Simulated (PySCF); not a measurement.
# C3FN3S: the cost of one run

The runs use PySCF 2.14.0; levels as typed in each script, gas phase, geometry from GFN2-xTB.

1 further run of the same task is left out (it didn't finish).

## 1. The system as given

SMILES `N#Cc1nc(F)ns1`, 8 atoms, charge 0, spin multiplicity 1.

Bond lengths: N1–C2 1.145 Å, C2–C3 1.400 Å, C3–N4 1.302 Å, C3–S8 1.756 Å, N4–C5 1.334 Å, C5–F6 1.308 Å, C5–N7 1.308 Å, N7–S8 1.612 Å. Angles: N1–C2–C3 178.0°, C2–C3–N4 126.2°, C2–C3–S8 122.6°, N4–C3–S8 111.2°, C3–N4–C5 108.7°, N4–C5–F6 119.9°, N4–C5–N7 119.6°, F6–C5–N7 120.5°, C5–N7–S8 109.7°, C3–S8–N7 90.7°.

Coordinates:

```xyz
8
C3FN3S
N    -3.2425   -0.7260    0.0000
C    -2.1159   -0.5187    0.0000
C    -0.7487   -0.2175    0.0000
N     0.2279   -1.0780    0.0000
C     1.3844   -0.4126    0.0000
F     2.5150   -1.0710    0.0000
N     1.3772    0.8950    0.0000
S    -0.1432    1.4309    0.0000
```

## 2. Density, bond paths and surface potential (B3LYP/6-31+g*)

Input file input.py:

```python
import numpy as np
from pyscf import gto, scf, dft
from pyscf.scf import atom_ks, atom_hf
from scipy.linalg import block_diag

def solve(mol, dm0=None, hcore=None):
    mf = (dft.UKS if mol.spin else dft.RKS)(mol, xc='b3lyp')
    mf.grids.level = 3
    mf = mf.density_fit(auxbasis='def2-universal-jkfit')
    mf.conv_tol, mf.max_cycle = 1e-8, 80
    if hcore is not None:
        mf.get_hcore = lambda *args: hcore
    mf.kernel(dm0)
    if not mf.converged:
        mf = mf.newton().run(mf.mo_coeff, mf.mo_occ, max_cycle=30)
    assert mf.converged, 'SCF not converged'
    return mf

mol = gto.M(atom='''
N     -3.24250    -0.72599     0.00000
C     -2.11593    -0.51869     0.00000
C     -0.74865    -0.21749     0.00000
N      0.22786    -1.07799     0.00000
C      1.38442    -0.41263     0.00000
F      2.51501    -1.07097     0.00000
N      1.37715     0.89496     0.00000
S     -0.14323     1.43093     0.00000
''', basis='6-31+g*', charge=0, spin=0, verbose=4)
mf = solve(mol)
mf.analyze()
# spherically averaged free atoms, for the promolecule
atm = atom_ks.get_atm_nrks(mol, xc='b3lyp')
pro = block_diag(*[(atm[a[0]][2] * atm[a[0]][3]) @ atm[a[0]][2].T for a in mol._atom])
np.savez('result.npz', e=mf.e_tot, c=mf.mo_coeff, occ=mf.mo_occ, eps=mf.mo_energy, pro=pro, dip=mf.dip_moment(verbose=0), s2=mf.spin_square()[0])
```

Command:

```console
OMP_NUM_THREADS=1 python input.py
```

**Question.** How long does this run take on 1 thread of Arm Neoverse V1, shared host, and how much memory does it need?

About 23 s, with a peak of 0.58 GiB.
